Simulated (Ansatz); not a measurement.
Relaxation of a periodic cell of 17 atoms, Si$_{16}$O (host Si, host structure diamond, interstitial O), to a largest force component of 0.03 eV/Å in at most 60 steps.

These are results of DFT PBE-D3(BJ), scalar-relativistic, plane waves, PAW (Ansatz), not measurements. Settings: PAW set soft_1, cutoff 420 eV, k mesh 2x2x2, gaussian smearing 0.02 eV, spin collinear.

```xyz
17
Lattice="0.0000 5.4300 5.4300 5.4300 0.0000 5.4300 5.4300 5.4300 0.0000" Properties=species:S:1:pos:R:3
Si 0.000 0.000 0.000
Si 1.357 1.357 1.357
Si 2.715 2.715 0.000
Si 4.072 4.072 1.357
Si 2.715 0.000 2.715
Si 4.072 1.357 4.072
Si 5.430 2.715 2.715
Si 6.787 4.072 4.072
Si 0.000 2.715 2.715
Si 1.357 4.072 4.072
Si 2.715 5.430 2.715
Si 4.072 6.787 4.072
Si 2.715 2.715 5.430
Si 4.072 4.072 6.787
Si 5.430 5.430 5.430
Si 6.787 6.787 6.787
O 8.163 5.430 5.434
```

Where does it end, and by what steps?

The run converged. Limits of this set-up: coarse k mesh. After 13 steps the energy has fallen by 1.311 eV; O17 moved furthest, 0.88 Å. Parted: Si4–Si7 (2.35 → 2.79 Å). Joined: Si4–O17 (2.34 → 1.81 Å), Si6–O17 (2.34 → 1.81 Å).

```json
{"step": "0", "energy less start (eV)": "0.0000", "largest force component (eV/Å)": "0.335", "accepted": "yes"}
{"step": "1", "energy less start (eV)": "-0.0648", "largest force component (eV/Å)": "0.267", "accepted": "yes"}
{"step": "2", "energy less start (eV)": "-0.1848", "largest force component (eV/Å)": "0.272", "accepted": "yes"}
{"step": "3", "energy less start (eV)": "-0.4325", "largest force component (eV/Å)": "1.110", "accepted": "yes"}
{"step": "4", "energy less start (eV)": "-0.4696", "largest force component (eV/Å)": "1.165", "accepted": "yes"}
{"step": "5", "energy less start (eV)": "-1.0294", "largest force component (eV/Å)": "0.620", "accepted": "yes"}
{"step": "6", "energy less start (eV)": "-1.1730", "largest force component (eV/Å)": "0.178", "accepted": "yes"}
{"step": "7", "energy less start (eV)": "-1.2132", "largest force component (eV/Å)": "0.202", "accepted": "yes"}
{"step": "8", "energy less start (eV)": "-1.2350", "largest force component (eV/Å)": "0.281", "accepted": "yes"}
{"step": "9", "energy less start (eV)": "-1.2785", "largest force component (eV/Å)": "0.225", "accepted": "yes"}
{"step": "10", "energy less start (eV)": "-1.2911", "largest force component (eV/Å)": "0.231", "accepted": "yes"}
{"step": "11", "energy less start (eV)": "-1.3077", "largest force component (eV/Å)": "0.111", "accepted": "yes"}
{"step": "12", "energy less start (eV)": "-1.3104", "largest force component (eV/Å)": "0.054", "accepted": "yes"}
{"step": "13", "energy less start (eV)": "-1.3112", "largest force component (eV/Å)": "0.019", "accepted": "yes"}
```

```xyz
17
Lattice="0.0000 5.4300 5.4300 5.4300 0.0000 5.4300 5.4300 5.4300 0.0000" Properties=species:S:1:pos:R:3
Si 0.273 -0.079 -0.145
Si 1.424 1.323 1.306
Si 2.728 2.744 -0.024
Si 3.959 4.359 1.127
Si 2.673 -0.057 2.728
Si 3.877 1.204 4.283
Si 5.321 2.591 2.801
Si 6.707 4.007 4.043
Si -0.119 2.580 2.564
Si 1.296 3.905 3.876
Si 2.668 5.370 2.821
Si 4.045 6.750 4.098
Si 2.567 2.841 5.422
Si 4.023 4.097 6.736
Si 5.449 5.427 5.434
Si 6.802 6.759 6.808
O 8.770 5.908 5.856
```

Whether the end is a true minimum wasn't checked by a vibrational analysis.

The run took 39 s on 2 threads of AMD EPYC 9R45 96-Core Processor (Zen 5), on a shared host, peak memory 0.75 GiB.
